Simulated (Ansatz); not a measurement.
# CH5NOSSi: two geometries relaxed

Aim: relax the geometries before and after the rotation by 120° about the Si4–O5 bond, and see whether they are two minima and how far apart in energy. SMILES of the start: NC(=S)[SiH2]O.

All numbers below are computed with Ansatz 0.2.0 (RKS r2SCANh-D4/def2-SVP).

## 1. The starting structure

Bond lengths: N1–C2 1.316 Å, C2–S3 1.634 Å, C2–Si4 1.894 Å, Si4–O5 1.718 Å, N1–H6 1.023 Å, N1–H7 1.052 Å, Si4–H8 1.455 Å, Si4–H9 1.499 Å, O5–H10 0.944 Å. Angles: N1–C2–S3 119.1°, N1–C2–Si4 123.6°, S3–C2–Si4 117.2°, C2–N1–H6 125.5°, C2–N1–H7 122.2°, H6–N1–H7 112.3°, C2–Si4–O5 110.3°, C2–Si4–H8 114.9°, C2–Si4–H9 108.3°, O5–Si4–H8 106.3°, O5–Si4–H9 104.2°, H8–Si4–H9 112.2°, Si4–O5–H10 112.4°.

Coordinates:

```xyz
10

N    -0.5129    0.8220    1.4033
C     0.3638   -0.0417    0.9382
S     1.5735   -0.5495    1.9114
Si    0.3372   -0.7128   -0.8330
O    -0.8427    0.1165   -1.7665
H    -0.5076    1.2275    2.3421
H    -1.3117    1.1785    0.8196
H     1.5941   -0.5864   -1.5558
H    -0.1529   -2.1294   -0.7937
H    -0.4577    0.6243   -2.4626
```

## 2. End point A

input.yaml

```yaml
crystal:
  periodic: [false, false, false]
  atoms:
    - { symbol: "N", position_ang: [-0.5129, 0.822, 1.4033] }
    - { symbol: C, position_ang: [0.3638, -0.0417, 0.9382] }
    - { symbol: S, position_ang: [1.5735, -0.5495, 1.9114] }
    - { symbol: Si, position_ang: [0.3372, -0.7128, -0.833] }
    - { symbol: O, position_ang: [-0.8427, 0.1165, -1.7665] }
    - { symbol: H, position_ang: [-0.5076, 1.2275, 2.3421] }
    - { symbol: H, position_ang: [-1.3117, 1.1785, 0.8196] }
    - { symbol: H, position_ang: [1.5941, -0.5864, -1.5558] }
    - { symbol: H, position_ang: [-0.1529, -2.1294, -0.7937] }
    - { symbol: H, position_ang: [-0.4577, 0.6243, -2.4626] }
basis:
  gaussian: { orbitals: def2-SVP }
hamiltonian:
  xc: r2scanh
  dispersion: d4
relax:
  f_tol: 0.015
  max_steps: 40
```

Run with:

```sh
$ ansatz run input.yaml --threads 2 --pin off --max-ram 3072MiB --backend cpu --events-out ev --progress --plain --runs-dir out
```

Log, cut to the lines that bear on the results:

```text
Warning: RAYON_NUM_THREADS=2 ignored (pool sized by the plan → 2); use --threads N
[...]
Functional definition: r2SCANh
[...]
1087 factors; integrals over basis functions are off by at most 4.4e-4 eV
[...]
mean field -23355.70498503 eV, -858.3063271343 hartree, gradient 5.2e-5 eV, S^2 0.000000; 0 other end points of the search recorded, 0 dependent functions left out
[...]
reference -23355.70499390 eV, -858.3063274605 hartree; 28, 28 occupied and 75, 75 virtual orbitals, 1087 factors
relax step   1: F+E_penalty+E_count = -23355.76806408 eV  Δ(F+E_penalty+E_count) = +0.000e0 eV  max|allowed force component| = 3.111e0 eV/Å  Δτ_max = 0.0000 Å  (26 SCF iters, accepted)
[...]
relax step   3: F+E_penalty+E_count = -23356.02327930 eV  Δ(F+E_penalty+E_count) = -4.046e-2 eV  max|allowed force component| = 3.707e-1 eV/Å  Δτ_max = 0.0620 Å  (30 SCF iters, accepted)
[...]
relax step   5: F+E_penalty+E_count = -23356.03824883 eV  Δ(F+E_penalty+E_count) = -1.198e-2 eV  max|allowed force component| = 9.817e-2 eV/Å  Δτ_max = 0.0316 Å  (27 SCF iters, accepted)
[...]
relax step   7: F+E_penalty+E_count = -23356.03953027 eV  Δ(F+E_penalty+E_count) = -1.281e-3 eV  max|allowed force component| = 2.329e-2 eV/Å  Δτ_max = 0.0094 Å  (28 SCF iters, accepted)
[...]
relax step   9: F+E_penalty+E_count = -23356.02818457 eV  Δ(F+E_penalty+E_count) = +1.370e-2 eV  max|allowed force component| = 1.302e0 eV/Å  Δτ_max = 0.1469 Å  (31 SCF iters, rejected (line search))
[...]
relax step  10: F+E_penalty+E_count = -23356.04613291 eV  Δ(F+E_penalty+E_count) = -4.243e-3 eV  max|allowed force component| = 4.788e-2 eV/Å  Δτ_max = 0.0734 Å  (29 SCF iters, accepted)
[...]
relax step  11: F+E_penalty+E_count = -23356.04668260 eV  Δ(F+E_penalty+E_count) = -5.497e-4 eV  max|allowed force component| = 5.391e-1 eV/Å  Δτ_max = 0.0741 Å  (29 SCF iters, accepted)
[...]
1087 factors; integrals over basis functions are off by at most 4.4e-4 eV
```

## 3. The output, continued: end point A relaxed

Output, continued, cut to the lines that bear on the results:

```text
mean field -23355.98769905 eV, -858.3167166829 hartree, gradient 1.3e-5 eV, S^2 0.000000; 0 other end points of the search recorded, 0 dependent functions left out
[...]
reference -23355.98770780 eV, -858.3167170047 hartree; 28, 28 occupied and 75, 75 virtual orbitals, 1087 factors
relax step  12: F+E_penalty+E_count = -23356.05147166 eV  Δ(F+E_penalty+E_count) = -4.789e-3 eV  max|allowed force component| = 9.510e-2 eV/Å  Δτ_max = 0.1125 Å  (29 SCF iters, accepted)
[...]
relax step  18: F+E_penalty+E_count = -23356.06394183 eV  Δ(F+E_penalty+E_count) = -2.203e-4 eV  max|allowed force component| = 1.750e-1 eV/Å  Δτ_max = 0.0339 Å  (26 SCF iters, accepted)
[...]
relax step  19: F+E_penalty+E_count = -23356.06458908 eV  Δ(F+E_penalty+E_count) = -6.473e-4 eV  max|allowed force component| = 4.157e-3 eV/Å  Δτ_max = 0.0265 Å  (27 SCF iters, accepted)
[...]
Atom 0 at    -0.481828     0.895527     1.312141 Å, force     0.000131    -0.000899    -0.001661 eV/Å
Atom 1 at     0.361981    -0.084100     0.974031 Å, force     0.002151    -0.000025     0.004157 eV/Å
Atom 2 at     1.405485    -0.861114     1.992474 Å, force    -0.003513     0.002485    -0.003113 eV/Å
Atom 3 at     0.379096    -0.641891    -0.822529 Å, force     0.000824    -0.000014     0.000939 eV/Å
Atom 4 at    -0.777115     0.337384    -1.537453 Å, force     0.001341     0.000953    -0.000258 eV/Å
Atom 5 at    -0.521654     1.226213     2.271418 Å, force     0.000903    -0.001222     0.000598 eV/Å
Atom 6 at    -1.084002     1.308684     0.607641 Å, force     0.000363    -0.000228    -0.000141 eV/Å
Atom 7 at     1.728391    -0.420711    -1.407533 Å, force     0.000998    -0.000256     0.000917 eV/Å
Atom 8 at     0.016822    -2.081622    -0.905825 Å, force    -0.000614     0.000273    -0.000941 eV/Å
Atom 9 at    -0.944077     0.270630    -2.481366 Å, force    -0.002584    -0.001067    -0.000497 eV/Å
Dipole moment:    -0.581350     0.454211    -0.550064 e Å
```

Run time: 75 s. Hardware: 2 threads of Arm Neoverse V2, shared host; peak memory 0.25 GiB.

Step by step:

| step | energy from step 1 (eV) | largest force component (eV/Å) |
| --- | --- | --- |
| 1 | 0.0000 | 3.1114 |
| 2 | -0.2148 | 1.1143 |
| 3 | -0.2552 | 0.3707 |
| 4 | -0.2582 | 0.5131 |
| 5 | -0.2702 | 0.0982 |
| 6x | -0.2692 | 0.2605 |
| 7 | -0.2715 | 0.0233 |
| 8 | -0.2738 | 0.0382 |
| 9x | -0.2601 | 1.3021 |
| 10 | -0.2781 | 0.0479 |
| 11 | -0.2786 | 0.5391 |
| 12 | -0.2834 | 0.0951 |
| 13 | -0.2935 | 0.1154 |
| 14 | -0.2950 | 0.1533 |
| 15x | -0.2943 | 0.3881 |
| 16 | -0.2956 | 0.0894 |
| 17 | -0.2957 | 0.0803 |
| 18 | -0.2959 | 0.1750 |
| 19 | -0.2965 | 0.0042 |

Step 1 is the start. 3 steps were tried and not accepted (marked x).

After: Bond lengths: N1–C2 1.336 Å, C2–S3 1.652 Å, C2–Si4 1.881 Å, Si4–O5 1.675 Å, N1–H6 1.015 Å, N1–H7 1.015 Å, Si4–H8 1.487 Å, Si4–H9 1.487 Å, O5–H10 0.961 Å. Angles: N1–C2–S3 126.0°, N1–C2–Si4 117.7°, S3–C2–Si4 116.3°, C2–N1–H6 120.2°, C2–N1–H7 119.8°, H6–N1–H7 120.0°, C2–Si4–O5 103.2°, C2–Si4–H8 109.9°, C2–Si4–H9 109.8°, O5–Si4–H8 111.8°, O5–Si4–H9 112.0°, H8–Si4–H9 110.1°, Si4–O5–H10 119.9°.

## 4. Relaxing end B

The second end starts from a geometry with the move made by hand.

input.yaml: that of step 2 with these lines changed.

```diff
@@ -12,3 +12,3 @@
     - { symbol: H, position_ang: [-0.1529, -2.1294, -0.7937] }
-    - { symbol: H, position_ang: [-0.4577, 0.6243, -2.4626] }
+    - { symbol: H, position_ang: [-1.45705, -0.47269, -2.17401] }
 basis:
```

Run with:

```sh
$ ansatz run input.yaml --threads 2 --pin off --max-ram 3072MiB --backend cpu --events-out ev --progress --plain --runs-dir out
```

Log, cut to the lines that bear on the results:

```text
Warning: RAYON_NUM_THREADS=2 ignored (pool sized by the plan → 2); use --threads N
[...]
Functional definition: r2SCANh
[...]
1088 factors; integrals over basis functions are off by at most 4.4e-4 eV
[...]
mean field -23355.69156869 eV, -858.3058340932 hartree, gradient 5.4e-5 eV, S^2 0.000000; 0 other end points of the search recorded, 0 dependent functions left out
[...]
reference -23355.69157755 eV, -858.3058344188 hartree; 28, 28 occupied and 75, 75 virtual orbitals, 1088 factors
relax step   1: F+E_penalty+E_count = -23355.75461754 eV  Δ(F+E_penalty+E_count) = +0.000e0 eV  max|allowed force component| = 3.135e0 eV/Å  Δτ_max = 0.0000 Å  (26 SCF iters, accepted)
[...]
relax step   4: F+E_penalty+E_count = -23356.03077835 eV  Δ(F+E_penalty+E_count) = -5.193e-3 eV  max|allowed force component| = 3.734e-1 eV/Å  Δτ_max = 0.1559 Å  (30 SCF iters, accepted)
[...]
Total energy: -23356.06463960 eV, -858.3195441963 hartree
Atom 0 at    -0.529300     0.850940     1.312876 Å, force    -0.000942    -0.000089    -0.002123 eV/Å
Atom 1 at     0.375283    -0.065674     0.955867 Å, force     0.002348    -0.000172     0.003895 eV/Å
Atom 2 at     1.602572    -0.637845     1.902493 Å, force    -0.001407     0.000194    -0.002357 eV/Å
Atom 3 at     0.256311    -0.782179    -0.779498 Å, force    -0.000702     0.000595     0.001075 eV/Å
Atom 4 at    -1.068948     0.010439    -1.429300 Å, force    -0.001130     0.000377    -0.001265 eV/Å
Atom 5 at    -0.499799     1.262004     2.240948 Å, force     0.000089     0.000109    -0.000037 eV/Å
Atom 6 at    -1.246599     1.135839     0.654108 Å, force     0.000667    -0.000547     0.000527 eV/Å
Atom 7 at     1.503464    -0.487050    -1.533680 Å, force     0.000569     0.000206    -0.000110 eV/Å
Atom 8 at     0.041106    -2.251671    -0.704693 Å, force     0.000148    -0.000873     0.000152 eV/Å
Atom 9 at    -1.350339    -0.182793    -2.327531 Å, force     0.000361     0.000201     0.000243 eV/Å
Dipole moment:    -0.691678     0.332729    -0.508086 e Å
```

Wall time 60 s (2 threads of Arm Neoverse V2, shared host); peak memory 0.25 GiB.

Step by step:

```csv
step,energy from step 1 (eV),largest force component (eV/Å)
1,0.0000,3.1349
2,-0.2253,1.1268
3,-0.2710,0.4736
4,-0.2762,0.3734
5,-0.2907,0.1637
6,-0.2924,0.2141
7,-0.2965,0.1406
8,-0.3021,0.4063
9,-0.3088,0.0694
10x,-0.3081,0.0975
11,-0.3094,0.0378
12,-0.3099,0.0043
13,-0.3099,0.0726
14,-0.3100,0.0303
15,-0.3100,0.0039
```

Step 1 is the start. 1 step was tried and not accepted (marked x).

After: Bond lengths: N1–C2 1.336 Å, C2–S3 1.652 Å, C2–Si4 1.881 Å, Si4–O5 1.675 Å, N1–H6 1.015 Å, N1–H7 1.015 Å, Si4–H8 1.487 Å, Si4–H9 1.487 Å, O5–H10 0.961 Å. Angles: N1–C2–S3 126.0°, N1–C2–Si4 117.7°, S3–C2–Si4 116.3°, C2–N1–H6 120.1°, C2–N1–H7 119.8°, H6–N1–H7 120.0°, C2–Si4–O5 103.2°, C2–Si4–H8 109.8°, C2–Si4–H9 109.8°, O5–Si4–H8 111.9°, O5–Si4–H9 111.9°, H8–Si4–H9 110.1°, Si4–O5–H10 119.9°.

## 5. What came out

| quantity | value |
| --- | --- |
| end A | 15 moves, 0.297 eV lower |
| end B | 13 moves, 0.310 eV lower |
| largest difference between the ends | 0.02 Å |
| end B relative to end A | -0.000 eV |

**Reading.** The two relaxations end at one structure, within 0.02 Å: no second minimum was found from this start, which doesn't rule one out.
